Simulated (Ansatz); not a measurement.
Task: cell relaxations under several functionals of Ta, space group P6_3/mmc, with Ansatz 0.2.0, Python API. Give the script and its output. Use (first run): BLYP, PAW, the default cutoff (420 eV here), 11×11×6 k-points, Fermi-Dirac smearing of 0.15 eV, D3BJ dispersion.

```yaml
crystal:
  lattice:
    - [2.90037, 0.00000, 0.00000]
    - [-1.45019, 2.51180, 0.00000]
    - [0.00000, 0.00000, 5.16627]
  atoms:
    - { symbol: Ta, position: [0.66667, 0.33333, 0.75000] }
    - { symbol: Ta, position: [0.33333, 0.66667, 0.25000] }
```

`lattice.py`
```python
import ansatz
import numpy as np
from pymatgen.core import Lattice, Structure
from pymatgen.io.ase import AseAtomsAdaptor

def edges_and_angles(cell):
    cell = np.asarray(cell)
    a, b, c = np.linalg.norm(cell, axis=1)
    cosines = cell[1] @ cell[2] / (b * c), cell[0] @ cell[2] / (a * c), cell[0] @ cell[1] / (a * b)
    return (a, b, c, *np.degrees(np.arccos(cosines)))


def main() -> None:
    pmg_structure = Structure(
        Lattice([(2.900372, 0.0, 0.0), (-1.450186, 2.511796, 0.0), (0.0, 0.0, 5.166274)]),
        ['Ta', 'Ta'],
        [
            (2 / 3, 1 / 3, 0.75),
            (1 / 3, 2 / 3, 0.25),
        ],
    )
    crystal = ansatz.Crystal.from_ase(AseAtomsAdaptor.get_atoms(pmg_structure))

    model = (
        crystal.calculation()
        .kpoints(11, 11, 6)
        .occupations('Fermi-Dirac', width=0.15)
        .relax(cell=True)
    )

    levels = [('blyp', 'd3bj'), ('pbesol', 'none'), ('lda', 'none')]
    print('level            a       b       c    alpha   beta  gamma  V/atom  steps')
    for name, dispersion in levels:
        seen = []
        run = model.functional(name, dispersion=dispersion).session().plan()
        res = run.execute(on_event=lambda e: seen.append(e) if e['event'] == 'relax_step' else None)
        cell = res.lattice.cell_ang
        label = name if dispersion == 'none' else f'{name}+{dispersion}'
        print('{:13s} {:7.4f} {:7.4f} {:7.4f} {:6.2f} {:6.2f} {:6.2f}'.format(label, *edges_and_angles(cell)), f'{abs(np.linalg.det(cell)) / len(res.lattice.sites):7.3f} {len(seen):5d}')


if __name__ == '__main__':
    main()
```

`python lattice.py` gives:
```text
level            a       b       c    alpha   beta  gamma  V/atom  steps
DeckWarning: basis.ecutwfc = 420 eV, auto-derived from the records' recommended cutoffs: set by Ta (normal level)
blyp+d3bj      2.8571  2.8571  5.0870  90.00  90.00 120.00  17.981     7
pbesol         2.8691  2.8691  5.0960  90.00  90.00 120.00  18.164     5
lda            2.8410  2.8410  5.0693  90.00  90.00 120.00  17.717     6
```
(Warnings from the package without file and line.)

From smallest to largest: LDA (17.72 Å³ an atom, -5.9 % against the start), BLYP+D3BJ (17.98 Å³ an atom, -4.5 % against the start) and PBEsol (18.16 Å³ an atom, -3.5 % against the start). The spread is 2.5 % in volume.

What to keep in mind:
- Forces vanish by symmetry, so the ions can't move, and the end may be a saddle.
- BLYP and dispersion corrections can be off by several per cent in the lattices of metals, and by several GPa in the pressure at a fixed cell.
- For a metal this k-point mesh is coarse: on a finer one energies can move by several to tens of meV an atom and pressures by half a GPa or more, differences at one mesh by less.
- Spin-orbit coupling, which matters for elements this heavy, is left out.
- This isn't the structure that Ta takes at ambient conditions.
- Run time: 30 s on 1 thread of Intel(R) Xeon(R) Processor @ 2.30GHz (shared host), peak memory 0.6 GiB.
